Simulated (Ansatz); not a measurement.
# TaBr3: the cost of one run

Computed with Ansatz 0.2.0 (DFT LDA+U (U_eff = 8 eV on Ta d), plane waves, PAW, no spin–orbit coupling unless a run says so, unless a step's input says otherwise).

2 further runs of the same task are left out: 2 that didn't finish.

### Step 1. The system as given

It takes space group Pm-3m (No. 221, cubic). The conventional cell has a = 5.395 Å, b = 5.395 Å, c = 5.395 Å, α = 90.00°, β = 90.00°, γ = 90.00°. Around Ta (site symmetry m-3m) lie 6 Br at 2.70 Å. Br (site symmetry 4/mmm) has 2 Ta at 2.70 Å as nearest neighbours.

As a file:

```cif
data_structure
_symmetry_space_group_name_H-M 'P 1'
_symmetry_Int_Tables_number 1
_cell_length_a 5.3955
_cell_length_b 5.3955
_cell_length_c 10.7910
_cell_angle_alpha 90.000
_cell_angle_beta 90.000
_cell_angle_gamma 90.000
_cell_volume 314.14
loop_
_atom_site_label
_atom_site_type_symbol
_atom_site_fract_x
_atom_site_fract_y
_atom_site_fract_z
_atom_site_occupancy
Ta1 Ta 0.00000 0.00000 0.00000 1
Br1 Br 0.50000 0.00000 0.00000 1
Br2 Br 0.00000 0.00000 0.25000 1
Br3 Br 0.00000 0.50000 0.00000 1
Ta2 Ta 0.00000 0.00000 0.50000 1
Br4 Br 0.50000 0.00000 0.50000 1
Br5 Br 0.00000 0.00000 0.75000 1
Br6 Br 0.00000 0.50000 0.50000 1
```

### Step 2. Ferromagnetic start, free, symmetry kept, no search

input.yaml reads:

```yaml
crystal:
  lattice:
    - [5.39549772, 0.0, 0.0]
    - [0.0, 5.39549772, 0.0]
    - [0.0, 0.0, 10.79099544]
  atoms:
    - { symbol: Ta, position: [0.0, 0.0, 0.0], spin: 2.0 }
    - { symbol: Br, position: [0.5, 0.0, 0.0] }
    - { symbol: Br, position: [0.0, 0.0, 0.25] }
    - { symbol: Br, position: [0.0, 0.5, 0.0] }
    - { symbol: Ta, position: [0.0, 0.0, 0.5], spin: 2.0 }
    - { symbol: Br, position: [0.5, 0.0, 0.5] }
    - { symbol: Br, position: [0.0, 0.0, 0.75] }
    - { symbol: Br, position: [0.0, 0.5, 0.5] }
basis:
  ecutwfc: 420
  ecutrho_ratio: 4
kpoints:
  mp_grid: { grid: [4, 4, 2] }
hamiltonian:
  xc: lda
  hubbard:
    sites: [{ site: 0, l: d, u_eff: 8.0 }, { site: 4, l: d, u_eff: 8.0 }]
scf:
  occupations: { method: gaussian, width: 0.05 }
  lower_state_search: "off"
  max_iter: 150
output:
  forces: true
  stress: true
  eigenvalues: true
  populations: true
  hubbard: { sites: [{ site: 0, l: d }, { site: 4, l: d }] }
magnetization:
  spin_polarized: true
```

Command:

```bash
$ ansatz run input.yaml --threads 4 --pin off --max-ram 6144MiB --backend cpu --events-out ev --progress --plain --runs-dir out
```

Q: Estimate wall time and peak memory on 4 threads of Arm Neoverse N1, shared host.

About 23 s, with a peak of 0.88 GiB.
